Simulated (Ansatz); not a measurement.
**TiCrP2 under changes of volume**

One of the cells (14.839 Å³/atom); the others are scaled copies at fixed shape and fractional positions:

```
Cr Ti P
1.0
     3.45323    0.00000    0.00000
    -1.72662    2.99059    0.00000
     0.00000    0.00000    5.74769
Cr Ti P
1 1 2
Direct
  0.00000 0.00000 0.50000
  0.00000 0.00000 0.00000
  0.66667 0.33333 0.73385
  0.33333 0.66667 0.26615
```

The cell comes from a database or a generator and needn't be the stable form of this composition.

| Property | Result |
| --- | --- |
| Program | Ansatz 0.2.0 |
| Functional | PBEsol |
| Potentials or basis | all-electron LAPW, scalar-relativistic |
| Cutoff | 263 eV (chosen from the basis error) |
| Basis error allowed | 0.001 eV/atom |
| k mesh | 9 × 9 × 5 |
| Occupations | fermi-dirac, width 0.05 eV |
| Spin | collinear spin, ferromagnetic start |
| Starting moments | [3.0, 1.0, 0.0, 0.0] μB |

```tsv
volume (Å³/atom)	energy over the lowest point (meV/atom)	pressure (GPa)	moment (μB per cell)	largest force (eV/Å)
13.949	2.86	2.7	1.85	0.154
14.246	0.00	0.1	2.07	0.123
14.543	1.94	-2.4	2.24	0.100
14.839	8.44	-4.8	2.37	0.076
15.136	19.24	-7.1	2.46	0.053
15.433	?	?	?	?
15.730	52.84	-11.0	2.57	0.009
```

Q: What does the run at 15.433 Å³/atom give?

A: Energy over the lowest point 34.13 meV/atom; pressure -9.1 GPa; moment 2.52 μB per cell; largest force 0.031 eV/Å.

Worked out: A Birch-Murnaghan fit of order 3 (a polynomial in V^(-2/3)) to the other rows has its minimum at 14.27 Å³/atom with B0 = V·E''(V) = 124 GPa (rough, since the energies scatter) at fixed shape and positions, which overstates the stiffness. It gives 34.12 meV/atom at 15.433 Å³/atom, against the run's 34.13, and -dE/dV = -9.1 GPa, against -9.1. A parabola through the other rows of the moment, of slope 0.161 μB per Å³/atom there, gives 2.54 μB, against the run's 2.52.

Energies are extrapolated to zero smearing.

Caveats: a cell with one magnetic atom can't hold antiferromagnetic order, which such compounds often take.
